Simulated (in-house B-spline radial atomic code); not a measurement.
**Ba⁴⁺: excited configurations**

Wanted: excitation energies of Ba⁴⁺ as differences of total energies (ΔSCF).

The numbers are computed with in-house B-spline radial atomic code version 1 (scalar-relativistic (spin-free one-electron X2C) HSE06, spin-polarised, spherical density, exact exchange averaged over the configuration, Fermi nucleus, basis-set limit), except any that are marked as measured or tabulated.

## 1. The system

- element: barium (Z = 56)
- charge: +4
- electrons: 52
- configuration: [Kr] 4d10 5s2 5p4
- Hamiltonian: scalar-relativistic (X2C)
- nucleus: Fermi, rms radius 4.838 fm

Outer shells as boxes (Hund's rule):

[Kr] 4d10 5s2 5p4
```
[Kr] core
4d [↑↓][↑↓][↑↓][↑↓][↑↓]
5s [↑↓]
5p [↑↓][↑ ][↑ ]
```

Where spins are not typed, each open shell is filled with up spins first.

The run's settings:

```ini
Z = 56
electrons = 52.0
configuration = [Kr] 4d10 5s2 5p4
hamiltonian = x2c
method = hse06
spin_polarised = True
nucleus = fermi
rms_radius = 4.8378
mass_number = 138
atomic_mass = 137.905247059
speed_of_light = 137.035999084
exact_exchange = averaged over the configuration
```

This reference run was done before. Its total energy is -8130.724105 hartree, and its levels are (the highest eight at most):

| orbital | occupation | energy (eV) | <r> (bohr) |
| --- | --- | --- | --- |
| 4p up | 3 | -227.76 | 0.7142 |
| 4p down | 3 | -227.35 | 0.7144 |
| 4d up | 5 | -132.87 | 0.7982 |
| 4d down | 5 | -132.48 | 0.7959 |
| 5s up | 1 | -73.363 | 1.581 |
| 5s down | 1 | -70.461 | 1.578 |
| 5p up | 3 | -56.106 | 1.776 |
| 5p down | 1 | -54.023 | 1.783 |

## 2. Configuration [Ar] 3d9 4s2 4p6 4d10 5s2 5p4 6p1

The run's settings:

```ini
Z = 56
electrons = 52.0
configuration = [Ar] 3d9 4s2 4p6 4d10 5s2 5p4 6p1
hamiltonian = x2c
method = hse06
spin_polarised = True
nucleus = fermi
rms_radius = 4.8378
mass_number = 138
atomic_mass = 137.905247059
speed_of_light = 137.035999084
exact_exchange = averaged over the configuration
```

Started as:

```sh
> python run_scf.py task.json out
```

task.json lists these runs, among others, and the program works through them in turn.

## 3. [Kr] 4d10 5s2 5p3 5d1

Settings: those of step 2 with these lines changed.

```diff
@@ -2,3 +2,3 @@
 electrons = 52.0
-configuration = [Ar] 3d9 4s2 4p6 4d10 5s2 5p4 6p1
+configuration = [Kr] 4d10 5s2 5p3 5d1
 hamiltonian = x2c
```

## 4. Run with [Kr] 4d10 5s1 5p5

Settings: those of step 3 with these lines changed.

```diff
@@ -2,3 +2,3 @@
 electrons = 52.0
-configuration = [Kr] 4d10 5s2 5p3 5d1
+configuration = [Kr] 4d10 5s1 5p5
 hamiltonian = x2c
```

## 5. Run with [Kr] 4d9 5s2 5p5

Settings: those of step 4 with these lines changed.

```diff
@@ -2,3 +2,3 @@
 electrons = 52.0
-configuration = [Kr] 4d10 5s1 5p5
+configuration = [Kr] 4d9 5s2 5p5
 hamiltonian = x2c
```

## 6. Run with [Kr] 4d9 5s2 5p4 6p1

Settings: those of step 5 with these lines changed.

```diff
@@ -2,3 +2,3 @@
 electrons = 52.0
-configuration = [Kr] 4d9 5s2 5p5
+configuration = [Kr] 4d9 5s2 5p4 6p1
 hamiltonian = x2c
```

## 7. Configuration [Kr] 4d10 5s2 5p3 5f1

Settings: those of step 6 with these lines changed.

```diff
@@ -2,3 +2,3 @@
 electrons = 52.0
-configuration = [Kr] 4d9 5s2 5p4 6p1
+configuration = [Kr] 4d10 5s2 5p3 5f1
 hamiltonian = x2c
```

How far above the reference does each configuration lie (order and size, in eV)?

The runs gave:

| net move | configuration | 2|M_S|+1 | energy above the reference (eV) | largest <r> (bohr) |
| --- | --- | --- | --- | --- |
| 5s → 5p | [Kr] 4d10 5s1 5p5 | 3 | 16.698 | 1.78 |
| 5p → 5d | [Kr] 4d10 5s2 5p3 5d1 | 5 | 19.018 | 2.24 |
| 5p → 5f | [Kr] 4d10 5s2 5p3 5f1 | 5 | 37.830 | 3.71 |
| 4d → 5p | [Kr] 4d9 5s2 5p5 | 3 | 78.802 | 1.74 |
| 4d → 6p | [Kr] 4d9 5s2 5p4 6p1 | 5 | 111.81 | 3.56 |
| 3d → 6p | [Ar] 3d9 4s2 4p6 4d10 5s2 5p4 6p1 | 5 | 805.08 | 3.54 |

**Reading.** The energies run from 16.698 eV (5s → 5p) to 805.08 eV (3d → 6p). 2 of them lie more than 60 % above minus the reference's highest level (54.023 eV), in the range where a state can decay by emitting an electron. The reference has 2|M_S|+1 = 3; 4 of the configurations differ from it in spin. These are spherical averages at the typed spins, not spectroscopic levels.
